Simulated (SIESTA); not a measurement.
## Hf4AlSi under changes of volume

One of the cells (18.884 Å³/atom); the others are scaled copies at fixed shape and fractional positions:

```
Hf Si Al
1.0
    -3.30718    3.30718    2.58985
     3.30718   -3.30718    2.58985
     3.30718    3.30718   -2.58985
Hf Si Al
4 1 1
Direct
  0.90414 0.09586 0.50000
  0.59586 0.40414 0.50000
  0.09586 0.59586 0.19173
  0.40414 0.90414 0.80827
  0.00000 0.00000 0.00000
  0.50000 0.50000 0.00000
```

The cell comes from a database or a generator and needn't be the stable form of this composition.

```yaml
Program: SIESTA 5.4.2
Functional: PBEsol
Potentials_or_basis: PseudoDojo 0.4 standard (PBEsol files)
Basis: DZP (energy shift 0.003 Ry; two zetas on semicore shells)
Grid_cutoff: 800 Ry
Energy_shift: 0.003 Ry
k_mesh: 7 × 7 × 7
Occupations: fermi-dirac, width 0.05 eV
Spin: no spin polarisation
```

```csv
volume (Å³/atom),energy over the lowest point (meV/atom),pressure (GPa),largest force (eV/Å)
18.113,?,?,?
18.499,5.15,3.7,0.037
18.884,0.00,0.7,0.044
19.655,9.38,-4.4,0.049
20.040,22.69,-6.6,0.048
```

Task: What does the run at 18.113 Å³/atom give?

Result: Energy over the lowest point 17.77 meV/atom; pressure 6.9 GPa; largest force 0.027 eV/Å.

Worked out: A Birch-Murnaghan fit of order 2 (a polynomial in V^(-2/3)) to the other rows has its minimum at 18.98 Å³/atom with B0 = V·E''(V) = 136 GPa at fixed shape and positions, which overstates the stiffness. It gives 17.86 meV/atom at 18.113 Å³/atom, against the run's 17.77, and -dE/dV = 7.0 GPa, against 6.9.

Energies are extrapolated to zero smearing.

Caveats: short orbitals over semicore shells can move pressures by several GPa; the basis of atomic orbitals isn't converged, which shifts pressures, moduli and gaps.
